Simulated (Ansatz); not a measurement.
# C₂H₁₀N₂Si: a ladder of functionals and wavefunction methods

An exercise on one series of results from a longer session: the logs are not shown, and one member is left open.

Computed with Ansatz 0.2.0, Gaussian basis. Level: functionals in def2-TZVPP, the program's frozen cores in correlated methods.

Levels to be run: PBE-D4, r2SCAN-D4, PBE0-D4, B3LYP-D4, ωB97X-V, ωB97M-V, B2PLYP; CCSD(T)/def2-TZVPP; MP2/def2-QZVPP; extrapolation to the limit.

### The geometry

All runs share one geometry, relaxed beforehand with PBE0-D4 in a triple-zeta def2 set.

SMILES `CN[SiH2]CN`, 15 atoms, charge 0, spin multiplicity 1.

Atoms are counted from 1 here; the program's logs count them from 0.

Bond lengths: C1–N2 1.448 Å, C1–H6 1.097 Å, C1–H7 1.095 Å, C1–H8 1.092 Å, N2–Si3 1.720 Å, N2–H9 1.006 Å, Si3–C4 1.883 Å, Si3–H10 1.492 Å, Si3–H11 1.491 Å, C4–N5 1.462 Å, C4–H12 1.096 Å, C4–H13 1.102 Å, N5–H14 1.012 Å, N5–H15 1.013 Å. Angles: N2–C1–H6 113.0°, N2–C1–H7 111.5°, N2–C1–H8 109.6°, H6–C1–H7 107.9°, H6–C1–H8 107.5°, H7–C1–H8 107.1°, C1–N2–Si3 124.2°, C1–N2–H9 113.8°, Si3–N2–H9 118.0°, N2–Si3–C4 111.4°, N2–Si3–H10 110.4°, N2–Si3–H11 107.3°, C4–Si3–H10 108.0°, C4–Si3–H11 109.8°, H10–Si3–H11 110.0°, Si3–C4–N5 108.0°, Si3–C4–H12 107.6°, Si3–C4–H13 110.7° and more.

The first run:

Input file in.yaml:

```yaml
crystal:
  periodic: [false, false, false]
  atoms:
    - {symbol: C, position_ang: [-1.237316, -0.258723, 1.639005]}
    - {symbol: N, position_ang: [0.163489, -0.023650, 1.355056]}
    - {symbol: Si, position_ang: [1.009943, -0.715560, 0.026914]}
    - {symbol: C, position_ang: [0.820857, 0.327780, -1.528692]}
    - {symbol: N, position_ang: [-0.579039, 0.735277, -1.632761]}
    - {symbol: H, position_ang: [-1.398726, -1.063701, 2.367323]}
    - {symbol: H, position_ang: [-1.726102, 0.644130, 2.020706]}
    - {symbol: H, position_ang: [-1.754798, -0.540001, 0.719676]}
    - {symbol: H, position_ang: [0.698542, 0.263573, 2.157412]}
    - {symbol: H, position_ang: [0.486645, -2.080877, -0.268224]}
    - {symbol: H, position_ang: [2.448387, -0.793936, 0.410923]}
    - {symbol: H, position_ang: [1.073722, -0.306046, -2.386108]}
    - {symbol: H, position_ang: [1.540887, 1.161367, -1.529191]}
    - {symbol: H, position_ang: [-0.747212, 1.271823, -2.474530]}
    - {symbol: H, position_ang: [-0.821179, 1.327745, -0.848010]}
basis:
  gaussian: {orbitals: def2-TZVPP}
hamiltonian: {xc: pbe, dispersion: d4}
output: {forces: true, orbitals: {seedname: orbitals}}
```

On the command line:

```bash
> ansatz run in.yaml --threads 4 --pin off --events-out ev --progress --plain --max-ram 10444MiB
```

Among the steps run: PBE-D4 (GGA); r2SCAN-D4 (meta-GGA); PBE0-D4 (hybrid); B3LYP-D4 (hybrid); ωB97X-V (range-separated); ωB97M-V (range-separated); B2PLYP (double hybrid); CCSD(T) in def2-TZVPP; MP2 in def2-QZVPP.

One table of the session follows, with a row left open; its other results are not shown here.

| method | atomisation energy (kcal/mol) |
| --- | --- |
| PBE-D4 | 1288.1 |
| r2SCAN-D4 | 1264.5 |
| PBE0-D4 | 1269.3 |
| B3LYP-D4 | 1275.1 |
| ωB97X-V | 1276.3 |
| ωB97M-V | 1275.3 |
| B2PLYP | 1256.6 |
| HF/def2-TZVPP | ? |
| MP2/def2-TZVPP | 1241.5 |
| CCSD/def2-TZVPP | 1218.6 |
| CCSD(T)/def2-TZVPP | 1234.4 |
| MP2/CBS | 1276.9 |
| CCSD(T)/CBS | 1269.9 |

**Question.** Estimate the row for HF/def2-TZVPP.

As computed: atomisation energy (kcal/mol): 908.5. In the column «atomisation energy (kcal/mol)» it is the lowest.

Limits of these values: Free atoms (2 C, 2 N, 1 Si, 10 H) were run apart at each level; the atomisation energy is their sum less the molecule, without zero-point or spin-orbit terms.
